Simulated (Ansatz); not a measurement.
**FGaH3OSi radical: small, medium and large basis sets**

How large a basis does FGaH3OSi radical need? Two functionals are run in growing sets.

Computed with Ansatz 0.2.0, Gaussian basis. Level: one geometry, several basis sets.

Levels to be run: PBE0-D4/def2-SVP; ωB97M-V/def2-SVP; PBE0-D4/def2-QZVPP; ωB97M-V/def2-QZVPP; the functionals' def2-TZVPP values are taken from earlier runs.

### Step 1. The geometry

All runs share one geometry, relaxed beforehand with PBE0-D4 in a triple-zeta def2 set.

SMILES `[F][Ga][O][SiH3]`, 7 atoms, charge 0, spin multiplicity 2.

Atoms are counted from 1 here; the program's logs count them from 0.

Bond lengths: F1–Ga2 1.759 Å, Ga2–O3 1.782 Å, O3–Si4 1.639 Å, Si4–H5 1.486 Å, Si4–H6 1.486 Å, Si4–H7 1.490 Å. Angles: F1–Ga2–O3 115.4°, Ga2–O3–Si4 140.0°, O3–Si4–H5 109.4°, O3–Si4–H6 109.5°, O3–Si4–H7 111.1°, H5–Si4–H6 109.4°, H5–Si4–H7 108.7°, H6–Si4–H7 108.7°.

### Step 2. PBE0-D4 in def2-SVP

File in.yaml:

```yaml
crystal:
  periodic: [false, false, false]
  atoms:
    - {symbol: F, position_ang: [-2.575045, 2.179839, 0.952517]}
    - {symbol: Ga, position_ang: [-1.132817, 1.232228, 1.292017]}
    - {symbol: O, position_ang: [-0.476285, 0.318879, -0.090225]}
    - {symbol: Si, position_ang: [0.759363, -0.696242, -0.451268]}
    - {symbol: H, position_ang: [1.591262, -0.099069, -1.527454]}
    - {symbol: H, position_ang: [0.212079, -1.997068, -0.915326]}
    - {symbol: H, position_ang: [1.621443, -0.938567, 0.739739]}
basis:
  gaussian: {orbitals: def2-SVP}
magnetization: {spin_polarized: true, initial_magnetization: 1}
hamiltonian: {xc: pbe0, dispersion: d4}
output: {orbitals: {seedname: orbitals}}
```

Started as:

```bash
$ ansatz run in.yaml --threads 4 --pin off --events-out ev --progress --plain --max-ram 10444MiB
```

After this run come: ωB97M-V in def2-SVP; PBE0-D4 in def2-QZVPP; ωB97M-V in def2-QZVPP.

**Question.** What will the summary of the whole plan be? Wanted: PBE0-D4: double and triple zeta above quadruple; ωB97M-V: double and triple zeta above quadruple.

As calculated:

```
                                       quantity           value
PBE0-D4: double and triple zeta above quadruple  17.40, 1.76 eV
ωB97M-V: double and triple zeta above quadruple  17.41, 1.68 eV
```

What this shows: For PBE0-D4 the step from double to triple zeta gains 15.63 eV and the next only 1.76 eV. Total energies overstate the basis error of differences, where much of it tends to cancel.
